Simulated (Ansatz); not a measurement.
HKO, SMILES [OH][K], energies of removing a hydrogen

Run with Ansatz 0.2.0 through its Python package.

The script, `bde.py`:
```python
"""Cost of removing each kind of hydrogen from HKO, fragments frozen."""

import ansatz


def energy(molecule, charge=0, unpaired=0):
    calc = molecule.calculation().basis(gaussian="def2-TZVP").functional("pbe")
    if charge:
        calc = calc.charge(charge)
    if unpaired:
        calc = calc.spin("collinear", total=unpaired)
    report = calc.run(threads=1, pin="off").report
    if report["published_state_doubts"]:
        print("  doubts:", report["published_state_doubts"])
    return report["free_energy_ev"]

def without(molecule, index):
    rest = ansatz.Crystal.molecule()
    for i, site in enumerate(molecule.cartesian_sites):
        if i != index:
            rest = rest.atom(site.symbol, site.position_ang)
    return rest


def main() -> None:
    system = (
        ansatz.Crystal.molecule()
        .atom("O", (-0.5234, -0.4515, -0.3438))
        .atom("K", (1.476, -0.1261, 0.7969))
        .atom("H", (-0.9636, 0.5128, -0.4663))
    )

    whole = energy(system, 0)
    hydrogen = energy(ansatz.Crystal.molecule().atom("H", (0, 0, 0)), 0, 1)
    print(f"E(molecule) = {whole:.5f} eV, E(H) = {hydrogen:.5f} eV")
    for index in [2]:
        radical = energy(without(system, index), 0, 1)
        print(f"H{index}: homolysis {(radical + hydrogen - whole):.3f} eV")


if __name__ == "__main__":
    main()
```

`python bde.py` gives:
```text
E(molecule) = -18380.94530 eV, E(H) = -13.59523 eV
H2: homolysis 4.883 eV
```

Reading the output:
- Total energies depend on the basis set; only differences at equal settings carry meaning.
- The geometry is a force-field or estimated start, not a minimum of this method, and the basis set is short of its limit. All parts are taken at fixed geometry, without zero-point energy.
- This functional overbinds, so such energies come out a few per cent too high (LDA far more).
- The whole script took 6.9 s on 1 thread of Intel(R) Xeon(R) 6975P-C (Granite Rapids), with other jobs on the host, peak memory 0.2 GiB.
